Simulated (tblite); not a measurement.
# C7H11FSi: the cost of one run

Computed with tblite 0.8.0 and PySCF 2.14.0, with density-fitted response routines of our own, on a single molecule in the gas phase. Atoms count from 0, in the outputs and in this text.

## 1. The starting structure

20 atoms, charge 0, multiplicity 1; geometry from: force field or distance geometry start.

Bonds of the start (Å): C0–C1 1.20, C1–C2 1.47, C2–C3 1.55, C3–Si4 1.82, Si4–F5 1.58, Si4–C6 1.87, C6–C7 1.56, C7–C8 1.57, C8–Si4 1.87, C0–H9 1.07, C2–H10 1.09, C2–H11 1.10, C3–H12 1.10, C3–H13 1.09, C6–H14 1.10, C6–H15 1.08, C7–H16 1.10, C7–H17 1.09, C8–H18 1.09, C8–H19 1.09.

## 2. Optimising the geometry with GFN2-xTB

What the job is given:

```
{"job": {"kind": "relax", "xc": "GFN2-xTB", "basis": "xTB"}, "charge": 0, "multiplicity": 1}
C      2.892400     1.432300     1.149200
C      2.580800     0.334500     0.777400
C      2.231000    -1.030500     0.348700
C      1.007000    -1.021200    -0.595600
Si    -0.618900    -0.707600     0.171500
F     -1.047800    -1.730500     1.301200
C     -1.039500     1.072100     0.539500
C     -2.452000     0.811100    -0.057900
C     -1.995600    -0.333100    -1.033600
H      3.146200     2.413800     1.478800
H      3.073700    -1.456300    -0.195300
H      2.044600    -1.673200     1.218500
H      0.960500    -2.016000    -1.051200
H      1.189500    -0.319700    -1.408000
H     -1.043100     1.370400     1.597900
H     -0.451300     1.794100    -0.013700
H     -3.197900     0.478500     0.685500
H     -2.900000     1.670600    -0.565100
H     -2.739000    -1.116100    -1.190400
H     -1.645600     0.037500    -1.998900
```

Launch:

```sh
OMP_NUM_THREADS=1 python probes_run.py task.json out
```

This one command runs all jobs of the session in turn.

**Question.** How long does this first job take on 1 thread of Intel Xeon at 2.50GHz, shared host, and how much memory does it need?

About 3.3 s, with a peak of 0.18 GiB.
